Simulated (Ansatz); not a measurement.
**AlBGeH₆: shape, modes and thermochemistry**

Aim: relax AlBGeH₆ from a cheap starting geometry, then compute its harmonic vibrations to see whether it is a minimum and to get the zero-point energy and entropy, and look at its orbitals and charge.

Method: RKS PBE0-D4/def2-TZVP; program: Ansatz 0.2.0, Gaussian basis.

The runs, in order: relaxation at PBE-D4/def2-SVP; relaxation at PBE0-D4/def2-TZVP; harmonic vibrations at the same level; a single point in def2-TZVPP for the fields.

## 1. Starting geometry

SMILES `[AlH2][BH][GeH3]`, 9 atoms, charge 0, spin multiplicity 1.

Atoms are counted from 1 here; the program's logs count them from 0.

Bond lengths: Al1–B2 2.019 Å, Al1–H4 1.547 Å, Al1–H5 1.649 Å, B2–Ge3 2.003 Å, B2–H6 1.197 Å, Ge3–H7 1.590 Å, Ge3–H8 1.484 Å, Ge3–H9 1.612 Å. Angles: B2–Al1–H4 121.9°, B2–Al1–H5 120.3°, H4–Al1–H5 117.8°, Al1–B2–Ge3 117.5°, Al1–B2–H6 118.8°, Ge3–B2–H6 120.8°, B2–Ge3–H7 109.1°, B2–Ge3–H8 111.2°, B2–Ge3–H9 108.7°, H7–Ge3–H8 109.8°, H7–Ge3–H9 107.3°, H8–Ge3–H9 110.7°.

Coordinates:

```mol
AlBGeH6
  3D, bonds by distance, orders not assigned

  9  8  0  0  0  0  0  0  0  0999 V2000
   -0.9676    0.9575   -1.3416 Al  0  0
    0.1821    0.7805    0.3091 B   0  0
    0.5980   -1.0703    0.9516 Ge  0  0
   -1.6854   -0.2594   -1.9719 H   0  0
   -1.1963    2.4331   -2.0413 H   0  0
    0.8565    1.7113    0.6442 H   0  0
    1.9080   -1.5929    0.2178 H   0  0
   -0.5304   -1.9974    0.6855 H   0  0
    0.9237   -1.0086    2.5296 H   0  0
  1  2  8  0
  2  3  8  0
  1  4  8  0
  1  5  8  0
  2  6  8  0
  3  7  8  0
  3  8  8  0
  3  9  8  0
M  END
```

The start is a force-field geometry with small random shifts, so a cheaper pass at PBE-D4/def2-SVP comes first.

## 2. Relaxation at PBE-D4/def2-SVP (cheap first pass)

Contents of in.yaml:

```yaml
crystal:
  periodic: [false, false, false]
  atoms:
    - {symbol: Al, position_ang: [-0.967600, 0.957500, -1.341600]}
    - {symbol: B, position_ang: [0.182100, 0.780500, 0.309100]}
    - {symbol: Ge, position_ang: [0.598000, -1.070300, 0.951600]}
    - {symbol: H, position_ang: [-1.685400, -0.259400, -1.971900]}
    - {symbol: H, position_ang: [-1.196300, 2.433100, -2.041300]}
    - {symbol: H, position_ang: [0.856500, 1.711300, 0.644200]}
    - {symbol: H, position_ang: [1.908000, -1.592900, 0.217800]}
    - {symbol: H, position_ang: [-0.530400, -1.997400, 0.685500]}
    - {symbol: H, position_ang: [0.923700, -1.008600, 2.529600]}
basis:
  gaussian: {orbitals: def2-SVP}
hamiltonian: {xc: pbe, dispersion: d4}
relax: {f_tol: 0.03, max_steps: 200}
```

Started as:

```bash
> ansatz run in.yaml --threads 2 --pin off --events-out ev --progress --plain --max-ram 4352MiB
```

The log of the run, shortened:

```text
Functional definition: PBE
  name "PBE"
  cite "Perdew, Burke & Ernzerhof, Phys. Rev. Lett. 77, 3865 (1996) doi:10.1103/PhysRevLett.77.3865"
  parent pbe
[...]
1046 factors; their error is unknown
[...]
mean field -63862.76935122 eV, -2346.9134859176 hartree, gradient 1.8e-5 eV, S^2 0.000000; 0 other end points of the search recorded, 0 dependent functions left out
[...]
reference -63862.76939555 eV, -2346.9134875466 hartree; 28, 28 occupied and 66, 66 virtual orbitals, 1046 factors
relax step   1: F+E_penalty+E_count = -63862.93114494 eV  Δ(F+E_penalty+E_count) = +0.000e0 eV  max|allowed force component| = 1.448e0 eV/Å  Δτ_max = 0.0000 Å  (25 SCF iters, accepted)
[...]
relax step   5: F+E_penalty+E_count = -63863.30982472 eV  Δ(F+E_penalty+E_count) = -4.607e-3 eV  max|allowed force component| = 4.876e-2 eV/Å  Δτ_max = 0.1035 Å  (26 SCF iters, accepted)
[...]
relax step   9: F+E_penalty+E_count = -63863.37357565 eV  Δ(F+E_penalty+E_count) = -2.768e-2 eV  max|allowed force component| = 5.016e-1 eV/Å  Δτ_max = 0.1956 Å  (26 SCF iters, accepted)
[...]
relax step  13: F+E_penalty+E_count = -63863.51437182 eV  Δ(F+E_penalty+E_count) = -1.828e-2 eV  max|allowed force component| = 1.411e-1 eV/Å  Δτ_max = 0.1919 Å  (25 SCF iters, accepted)
[...]
relax step  16: F+E_penalty+E_count = -63863.53435437 eV  Δ(F+E_penalty+E_count) = -8.898e-4 eV  max|allowed force component| = 2.944e-2 eV/Å  Δτ_max = 0.0381 Å  (25 SCF iters, accepted)
[...]
relax step  17: F+E_penalty+E_count = -63863.53472733 eV  Δ(F+E_penalty+E_count) = -3.730e-4 eV  max|allowed force component| = 2.261e-2 eV/Å  Δτ_max = 0.0343 Å  (26 SCF iters, accepted)
1046 factors; their error is unknown
[...]
mean field -63863.38012026 eV, -2346.9359312659 hartree, gradient 1.2e-5 eV, S^2 0.000000; 1 other end points of the search recorded, 0 dependent functions left out
[...]
reference -63863.38016529 eV, -2346.9359329206 hartree; 28, 28 occupied and 66, 66 virtual orbitals, 1046 factors
Total energy: -63863.53477236 eV, -2346.9416146256 hartree
Atom 0 at    -0.962127     1.050502    -1.496089 Å, force     0.014688     0.013097    -0.009528 eV/Å
Atom 1 at     0.496382     0.699304    -0.019051 Å, force    -0.007097     0.004002    -0.011243 eV/Å
Atom 2 at     0.511813    -1.012719     1.139754 Å, force     0.005755    -0.022607     0.018181 eV/Å
Atom 3 at    -0.788895     0.464689    -2.985100 Å, force    -0.009391     0.002240     0.006685 eV/Å
Atom 4 at    -2.312910     1.849932    -1.142417 Å, force    -0.000684    -0.002893    -0.002907 eV/Å
Atom 5 at     1.434682     1.446855     0.209780 Å, force    -0.005074    -0.001502    -0.000900 eV/Å
Atom 6 at     1.588167    -1.950638     0.506278 Å, force    -0.001583     0.004411     0.001359 eV/Å
Atom 7 at    -0.818565    -1.818714     1.153598 Å, force     0.004577     0.001872    -0.000097 eV/Å
Atom 8 at     0.940054    -0.775412     2.616247 Å, force    -0.001192     0.001380    -0.001550 eV/Å
Dipole moment:     0.073595     0.086076     0.013852 e Å
```

It took 30 s on 2 threads of Arm Neoverse V1, shared host.

The steps of the relaxation:

```csv
step,energy from step 1 (eV),largest force component (eV/Å)
1,0.0000,1.4480
2,-0.3004,0.9352
3,-0.3708,0.1831
4,-0.3741,0.0456
5,-0.3787,0.0488
6,-0.3804,0.0342
7,-0.3934,0.2446
8,-0.4148,0.3607
9,-0.4424,0.5016
10,-0.4890,0.3559
11,-0.5272,0.2708
12,-0.5649,0.1135
13,-0.5832,0.1411
14,-0.5953,0.1006
15,-0.6023,0.0689
16,-0.6032,0.0294
17,-0.6036,0.0226
```

The force was under the threshold of 0.03 eV/Å already at step 16, but the program went on to step 17.

Close pairs (by a distance rule), those that changed most:

```csv
bond,before (Å),after (Å),change (Å)
Al1–B2,2.019,2.105,+0.086
Ge3–H8,1.484,1.556,+0.071
B2–Ge3,2.003,2.067,+0.065
Al1–H4,1.547,1.609,+0.062
Ge3–H9,1.612,1.556,-0.057
Al1–H5,1.649,1.609,-0.040
Ge3–H7,1.590,1.562,-0.028
B2–H6,1.197,1.221,+0.024
```

## 3. Optimising with PBE0-D4/def2-TZVP

Contents of in.yaml:

```yaml
crystal:
  periodic: [false, false, false]
  atoms:
    - {symbol: Al, position_ang: [-0.962127, 1.050502, -1.496089]}
    - {symbol: B, position_ang: [0.496382, 0.699304, -0.019051]}
    - {symbol: Ge, position_ang: [0.511813, -1.012719, 1.139754]}
    - {symbol: H, position_ang: [-0.788895, 0.464689, -2.985100]}
    - {symbol: H, position_ang: [-2.312910, 1.849932, -1.142417]}
    - {symbol: H, position_ang: [1.434682, 1.446855, 0.209780]}
    - {symbol: H, position_ang: [1.588167, -1.950638, 0.506278]}
    - {symbol: H, position_ang: [-0.818565, -1.818714, 1.153598]}
    - {symbol: H, position_ang: [0.940054, -0.775412, 2.616247]}
basis:
  gaussian: {orbitals: def2-TZVP}
hamiltonian: {xc: pbe0, dispersion: d4}
relax: {f_tol: 0.005, max_steps: 150}
```

Same command.

The log of the run, shortened:

```text
Functional definition: PBE0
  name "PBE0"
  cite "Adamo & Barone, J. Chem. Phys. 110, 6158 (1999) doi:10.1063/1.478522"
  cite "Perdew, Burke & Ernzerhof, Phys. Rev. Lett. 77, 3865 (1996) doi:10.1103/PhysRevLett.77.3865"
  parent pbe
[...]
1113 factors; their error is unknown
[...]
mean field -63876.14915167 eV, -2347.4051845149 hartree, gradient 6.7e-5 eV, S^2 0.000000; 0 other end points of the search recorded, 0 dependent functions left out
[...]
reference -63876.14919115 eV, -2347.4051859656 hartree; 28, 28 occupied and 124, 124 virtual orbitals, 1113 factors
relax step   1: F+E_penalty+E_count = -63876.28122178 eV  Δ(F+E_penalty+E_count) = +0.000e0 eV  max|allowed force component| = 3.720e-1 eV/Å  Δτ_max = 0.0000 Å  (25 SCF iters, accepted)
[...]
Total energy: -63876.29718802 eV, -2347.4106247506 hartree
Atom 0 at    -0.978835     1.068052    -1.488032 Å, force    -0.000840     0.000055    -0.000816 eV/Å
Atom 1 at     0.506348     0.656819    -0.055801 Å, force    -0.000582    -0.000374     0.001548 eV/Å
Atom 2 at     0.525733    -1.032842     1.128809 Å, force     0.003371    -0.002520     0.001473 eV/Å
Atom 3 at    -0.859949     0.500576    -2.971230 Å, force     0.000034     0.000593     0.000339 eV/Å
Atom 4 at    -2.275970     1.899782    -1.084817 Å, force     0.000808    -0.000265    -0.000169 eV/Å
Atom 5 at     1.448818     1.374122     0.138180 Å, force    -0.000352    -0.000492    -0.000453 eV/Å
Atom 6 at     1.678098    -1.933596     0.632070 Å, force    -0.003054     0.002133     0.001569 eV/Å
Atom 7 at    -0.762683    -1.877485     1.076069 Å, force     0.001464     0.001295     0.000073 eV/Å
Atom 8 at     0.807041    -0.701630     2.607752 Å, force    -0.000849    -0.000426    -0.003565 eV/Å
Dipole moment:     0.078029     0.099312    -0.000693 e Å
```

Wall time 62 s (2 threads of Arm Neoverse V1, shared host).

Relaxation path:

```csv
step,energy from step 1 (eV),largest force component (eV/Å)
1,0.0000,0.3720
2,-0.0147,0.1251
3,-0.0154,0.0218
4,-0.0155,0.0106
5,-0.0155,0.0061
6,-0.0156,0.0063
7,-0.0147,0.0527
8,-0.0157,0.0032
9,-0.0157,0.0042
10,-0.0158,0.0057
11,-0.0158,0.0222
12,-0.0159,0.0150
13,-0.0159,0.0069
14,-0.0159,0.0029
15,-0.0159,0.0067
16,-0.0159,0.0071
17,-0.0159,0.0036
```

The force was under the threshold of 0.005 eV/Å already at step 8, but the program went on to step 17.

Close pairs (by a distance rule), those that changed most:

```csv
bond,before (Å),after (Å),change (Å)
B2–H6,1.221,1.200,-0.021
Ge3–H7,1.562,1.545,-0.017
Al1–H4,1.609,1.592,-0.017
Al1–H5,1.609,1.593,-0.016
Ge3–H9,1.556,1.541,-0.014
Ge3–H8,1.556,1.541,-0.014
B2–Ge3,2.067,2.064,-0.004
Al1–B2,2.105,2.104,-0.001
```

Mulliken charges at the end point, from the run's report:

```
atom  value (e)
 Al1       0.24
  B2      -0.05
 Ge3      -0.07
  H4      -0.09
  H5      -0.09
  H6       0.06
  H7       0.01
  H8       0.00
  H9       0.01
```

## 4. Harmonic vibrations

Contents of in.yaml:

```yaml
crystal:
  periodic: [false, false, false]
  atoms:
    - {symbol: Al, position_ang: [-0.978835, 1.068052, -1.488032]}
    - {symbol: B, position_ang: [0.506348, 0.656819, -0.055801]}
    - {symbol: Ge, position_ang: [0.525733, -1.032842, 1.128809]}
    - {symbol: H, position_ang: [-0.859949, 0.500576, -2.971230]}
    - {symbol: H, position_ang: [-2.275970, 1.899782, -1.084817]}
    - {symbol: H, position_ang: [1.448818, 1.374122, 0.138180]}
    - {symbol: H, position_ang: [1.678098, -1.933596, 0.632070]}
    - {symbol: H, position_ang: [-0.762683, -1.877485, 1.076069]}
    - {symbol: H, position_ang: [0.807041, -0.701630, 2.607752]}
basis:
  gaussian: {orbitals: def2-TZVP}
hamiltonian: {xc: pbe0, dispersion: d4}
phonons: {temperatures: {t_min: 298.15, t_max: 900, t_step: 200}}
```

Same command.

The log of the run, shortened:

```text
Functional definition: PBE0
  name "PBE0"
  cite "Adamo & Barone, J. Chem. Phys. 110, 6158 (1999) doi:10.1063/1.478522"
  cite "Perdew, Burke & Ernzerhof, Phys. Rev. Lett. 77, 3865 (1996) doi:10.1103/PhysRevLett.77.3865"
  parent pbe
[...]
1113 factors; their error is unknown
[...]
mean field -63876.16509798 eV, -2347.4057705309 hartree, gradient 6.1e-5 eV, S^2 0.000000; 0 other end points of the search recorded, 0 dependent functions left out
[...]
reference -63876.16513731 eV, -2347.4057719763 hartree; 28, 28 occupied and 124, 124 virtual orbitals, 1113 factors
[...]
1113 factors; their error is unknown
[...]
mean field -63876.16503159 eV, -2347.4057680912 hartree, gradient 1.2e-6 eV, S^2 0.000000; 0 other end points of the search recorded, 0 dependent functions left out
[...]
Atom 1 at     0.506348     0.656819    -0.055801 Å, force    -0.000561    -0.000391     0.001571 eV/Å
Atom 2 at     0.525733    -1.032842     1.128809 Å, force     0.003341    -0.002540     0.001427 eV/Å
Atom 3 at    -0.859949     0.500576    -2.971230 Å, force     0.000027     0.000597     0.000331 eV/Å
Atom 4 at    -2.275970     1.899782    -1.084817 Å, force     0.000796    -0.000267    -0.000189 eV/Å
Atom 5 at     1.448818     1.374122     0.138180 Å, force    -0.000360    -0.000503    -0.000457 eV/Å
Atom 6 at     1.678098    -1.933596     0.632070 Å, force    -0.003055     0.002159     0.001579 eV/Å
Atom 7 at    -0.762683    -1.877485     1.076069 Å, force     0.001460     0.001289     0.000078 eV/Å
Atom 8 at     0.807041    -0.701630     2.607752 Å, force    -0.000822    -0.000410    -0.003550 eV/Å
Dipole moment:     0.078027     0.099312    -0.000693 e Å
Vibrations: 39.80 93.04 169.54 300.00 385.24 416.62 473.04 612.92 659.80 677.35 754.09 806.22 850.78 887.40 892.94 1896.45 1902.38 2113.17 2128.13 2131.81 2596.83 cm⁻¹, zero-point energy 1.288663 eV
```

Run time: 2.4 min. Hardware: 2 threads of Arm Neoverse V1, shared host.

Motions are named by where the mode's potential energy lies. Wavenumbers, unscaled:

```csv
mode,cm⁻¹,motion
1,40,torsion
2,93,bend
3,170,torsion
4,300,bend
5,385,bend with Ge–B stretch
6,417,bend with torsion
7,473,bend with torsion
8,613,torsion with bend
9,660,Ge–B and Al–B stretch
10,677,torsion with bend
11,754,bend
12,806,bend
13,851,bend
14,887,bend
15,893,bend
16,1896,Al–H stretch
17,1902,Al–H stretch
18,2113,Ge–H stretch
19,2128,Ge–H stretch
20,2132,Ge–H stretch
21,2597,B–H stretch
```

Ideal gas, rigid rotor and harmonic oscillator at 298.15 K and 1 bar, with symmetry number 1:

```csv
term,value
zero-point energy,124.3 kJ/mol
H(298) − E,145.4 kJ/mol
"entropy, translation",168.2 J/(mol K)
"entropy, rotation",109.5 J/(mol K)
"entropy, vibration",72.8 J/(mol K)
"entropy, total",350.6 J/(mol K)
```

## 5. Fields at the relaxed geometry

in.yaml, as its differences from that of step 4:

```diff
@@ -13,4 +13,4 @@
 basis:
-  gaussian: {orbitals: def2-TZVP}
+  gaussian: {orbitals: def2-TZVPP}
 hamiltonian: {xc: pbe0, dispersion: d4}
-phonons: {temperatures: {t_min: 298.15, t_max: 900, t_step: 200}}
+output: {orbitals: {seedname: orbitals}}
```

The command is unchanged.

The log of the run:

```text
Functional definition: PBE0
  name "PBE0"
  cite "Adamo & Barone, J. Chem. Phys. 110, 6158 (1999) doi:10.1063/1.478522"
  cite "Perdew, Burke & Ernzerhof, Phys. Rev. Lett. 77, 3865 (1996) doi:10.1103/PhysRevLett.77.3865"
  parent pbe
  parameter a = 0.25
  parameter kappa = 0.804
  parameter beta = 0.06672455060314922
  exchange = (1 - a)*pbe_x(kappa = kappa, mu = beta*pi^2/3) + a*exact_x
  correlation = pbe_c(beta = beta)
1224 factors; their error is unknown
mean field evaluation 1: about -63874.5967 eV, gradient 2.4e1 eV
mean field evaluation 2: about -63875.0841 eV, gradient 2.0e1 eV
mean field evaluation 4: about -63875.9208 eV, gradient 5.9e-1 eV
mean field evaluation 8: about -63876.1974 eV, gradient 2.4e-1 eV
mean field -63876.19747294 eV, -2347.4069602890 hartree, gradient 2.3e-5 eV, S^2 0.000000; 0 other end points of the search recorded, 0 dependent functions left out
reference -63876.19751216 eV, -2347.4069617301 hartree; 28, 28 occupied and 177, 177 virtual orbitals, 1224 factors
Total energy: -63876.32956455 eV, -2347.4118145658 hartree
```

Run time: 3.6 s. Hardware: 2 threads of Arm Neoverse V1, shared host.

The fields below are evaluated on a grid from the run's orbitals.

Frontier orbitals at PBE0-D4/def2-TZVPP, with the share of their density that lies nearest to each atom:

| orbital | energy (eV) | lies on |
| --- | --- | --- |
| HOMO | -7.31 | B2 40 %; Al1 17 %; Ge3 10 % |
| LUMO | -2.75 | B2 63 %; H6 12 % |

ELF in a plane through or near 4 of the atoms.

Values, 10 rows by 14 columns:
```
0.00 0.00 0.00 0.00 0.00 0.00 0.00 0.00 0.00 0.00 0.00 0.00 0.00 0.00
0.00 0.00 0.00 0.00 0.00 0.00 0.20 0.36 0.03 0.00 0.00 0.00 0.00 0.00
0.00 0.00 0.00 0.00 0.00 0.10 0.98 1.00 0.61 0.04 0.00 0.00 0.00 0.00
0.00 0.00 0.01 0.06 0.03 0.10 0.91 0.99 0.67 0.54 0.04 0.00 0.00 0.00
0.00 0.00 0.14 0.46 0.35 0.26 0.89 0.84 0.97 0.17 0.04 0.11 0.02 0.00
0.00 0.00 0.10 0.35 0.30 0.59 0.54 0.76 0.79 0.75 0.30 0.27 0.05 0.00
0.00 0.00 0.01 0.09 0.56 0.66 0.58 0.06 0.11 0.06 0.23 0.16 0.02 0.00
0.00 0.00 0.00 0.11 0.96 1.00 0.97 0.07 0.00 0.01 0.03 0.02 0.00 0.00
0.00 0.00 0.00 0.01 0.49 0.87 0.44 0.01 0.00 0.00 0.00 0.00 0.00 0.00
0.00 0.00 0.00 0.00 0.00 0.00 0.00 0.00 0.00 0.00 0.00 0.00 0.00 0.00
```
The map spans 10.9 Å across and 9.2 Å up, centred on the molecule. Atoms in the plane (x, y in Å): Al1 (2.1, -0.1), B2 (0.2, 0.8), Ge3 (-1.6, -0.3), H6 (0.0, 2.0).

log10 of the density (e/Å³) in the same plane.

Ten even steps from ' ' (-4.0) to '@' (2.3):
```
                                                        
                          ..                            
                    ....::::::::....                    
                  ....::--------::::....                
                ..::::--========--::::....              
        ......::::::--==++****++==----::::....          
      ....::::------====++****++++====----::::..        
      ..::------======++++******++++====------::..      
    ..::----==++++++++++****%%****++++++====----::....  
    ..::--====++**####**********++**##%%**====--::....  
    ..::--====++##@@@@##++++++++++**%%%%**++==----::..  
    ..::::--==++**%%%%**++++======++++**++====--::::..  
      ..::----==++****++++==--------========----::....  
      ....::--==++++**++==----::::------------::::..    
        ..::::--==++++++==--::::::::::::::::::....      
          ..::::--======--::::..    ..........          
            ..::::----::::....                          
              ......::......                            
                                                        
                                                        
```
The map spans 10.9 Å across and 9.2 Å up, centred on the molecule. Atoms in the plane (x, y in Å): Al1 (2.1, -0.1), B2 (0.2, 0.8), Ge3 (-1.6, -0.3), H6 (0.0, 2.0).

On the surface of density 0.002 e/bohr³ the electrostatic potential runs, from the 1st to the 99th percentile, from -0.41 to 3.22 V.

## 6. Results

| quantity | value |
| --- | --- |
| point group | C1 |
| steps | 17 + 17 |
| shift from the start (rms) | 0.836 Å |
| total energy | -63876.2972 eV |
| dispersion term | -132 meV |
| dipole moment | 0.61 D |
| lowest, highest wavenumber | 40, 2597 cm⁻¹ |
| zero-point energy | 124.3 kJ/mol |
| entropy at 298.15 K | 350.6 J/(mol K) |
| HOMO, LUMO | -7.31, -2.75 eV |

**Reading.** The relaxed geometry lies 0.84 Å (rms) from the start; the bond that changed most is Al1–B2, from 2.019 to 2.104 Å. All wavenumbers are real, so the end point is a minimum. The stiffest mode, 2597 cm⁻¹, is a B–H stretch, and 3 modes under 200 cm⁻¹ make the vibrational entropy uncertain. Harmonic hybrid wavenumbers usually lie a few per cent above measured fundamentals. The largest Mulliken charge, +0.24 e, sits on Al1. The HOMO lies mostly on B2 40 %; Al1 17 % and the LUMO on B2 63 %; H6 12 %.
